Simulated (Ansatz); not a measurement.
**CH3Cl3OZr: a ladder of functionals and wavefunction methods**

The task here is to estimate one member of a computed series from the others.

Computed with Ansatz 0.2.0, Gaussian basis. Level: functionals in def2-TZVPP, the program's frozen cores in correlated methods.

Plan: LDA (SPW92), PBE-D4, revPBE-D4, BLYP-D4, r2SCAN-D4, B97M-V, PBE0-D4, B3LYP-D4, r2SCANh-D4, r2SCAN0-D4, HSE06-D4, BHLYP-D4, CAM-B3LYP-D4, LC-ωPBE, ωB97X-V, ωB97M-V, B2PLYP, PBE-QIDH; CCSD(T)/def2-SVP; CCSD(T)/def2-TZVPP; MP2/def2-QZVPP; extrapolation to the limit; RPA on PBE.

### Structure used throughout

All runs share one geometry, relaxed beforehand with PBE0-D4 in a triple-zeta def2 set. Zr takes the def2 core potential; no spin-orbit term is included.

SMILES `C[O][Zr]([Cl])([Cl])[Cl]`, 9 atoms, charge 0, spin multiplicity 1.

Atoms are counted from 1 here; the program's logs count them from 0.

Bond lengths: C1–O2 1.397 Å, C1–H7 1.093 Å, C1–H8 1.093 Å, C1–H9 1.093 Å, O2–Zr3 1.867 Å, Zr3–Cl4 2.342 Å, Zr3–Cl5 2.342 Å, Zr3–Cl6 2.342 Å. Angles: O2–C1–H7 109.8°, O2–C1–H8 109.8°, O2–C1–H9 109.8°, H7–C1–H8 109.2°, H7–C1–H9 109.2°, H8–C1–H9 109.2°, C1–O2–Zr3 179.9°, O2–Zr3–Cl4 108.2°, O2–Zr3–Cl5 108.2°, O2–Zr3–Cl6 108.2°, Cl4–Zr3–Cl5 110.7°, Cl4–Zr3–Cl6 110.7°, Cl5–Zr3–Cl6 110.7°.

Set-up of the first run:

The input, in.yaml:

```yaml
crystal:
  periodic: [false, false, false]
  atoms:
    - {symbol: C, position_ang: [0.440659, -1.388853, 0.927106]}
    - {symbol: O, position_ang: [0.085333, -0.265007, 0.176653]}
    - {symbol: Zr, position_ang: [-0.392279, 1.236454, -0.825486]}
    - {symbol: Cl, position_ang: [-1.927666, 0.566426, -2.461836]}
    - {symbol: Cl, position_ang: [1.545716, 2.102795, -1.814577]}
    - {symbol: Cl, position_ang: [-1.355535, 2.805887, 0.621671]}
    - {symbol: H, position_ang: [-0.030867, -2.279288, 0.504489]}
    - {symbol: H, position_ang: [1.525840, -1.515424, 0.911471]}
    - {symbol: H, position_ang: [0.108808, -1.262990, 1.960519]}
basis:
  gaussian: {orbitals: def2-TZVPP}
hamiltonian: {xc: lda}
output: {orbitals: {seedname: orbitals}}
```

Run with:

```sh
> ansatz run in.yaml --threads 4 --pin off --events-out ev --progress --plain --max-ram 11315MiB
```

Steps of the session up to this table: LDA; PBE-D4 (GGA); revPBE-D4 (GGA); BLYP-D4 (GGA); r2SCAN-D4 (meta-GGA); B97M-V (meta-GGA); B3LYP-D4 (hybrid); r2SCANh-D4 (hybrid); r2SCAN0-D4 (hybrid); HSE06-D4 (hybrid); BHLYP-D4 (hybrid); CAM-B3LYP-D4 (range-separated); LC-ωPBE (range-separated); ωB97X-V (range-separated); ωB97M-V (range-separated); B2PLYP (double hybrid); PBE-QIDH (double hybrid).

One table of the session follows, with a row left open; its other results are not shown here.

It belongs to the step «Frontier levels by functional». 

```
  functional  HOMO (eV)  LUMO (eV)  gap (eV)
 LDA (SPW92)      -7.86      -2.80      5.06
      PBE-D4          ?          ?         ?
   revPBE-D4      -7.65      -2.50      5.16
     BLYP-D4      -7.56      -2.44      5.13
   r2SCAN-D4      -8.07      -2.46      5.62
      B97M-V      -8.15      -2.40      5.75
     PBE0-D4      -9.16      -1.80      7.36
    B3LYP-D4      -8.89      -1.99      6.90
  r2SCANh-D4      -8.61      -2.16      6.44
  r2SCAN0-D4      -9.41      -1.71      7.70
    HSE06-D4      -8.76      -2.17      6.59
    BHLYP-D4     -10.45      -0.83      9.62
CAM-B3LYP-D4     -10.54      -0.70      9.84
     LC-ωPBE     -11.95       0.41     12.36
     ωB97X-V     -11.58       0.34     11.91
     ωB97M-V     -11.43       0.29     11.71
```

Estimate the missing values for PBE-D4.

The run gave: HOMO (eV): -7.71; LUMO (eV): -2.58; gap (eV): 5.13. In the column «HOMO (eV)» it lies between LDA (SPW92) (-7.86) and revPBE-D4 (-7.65).
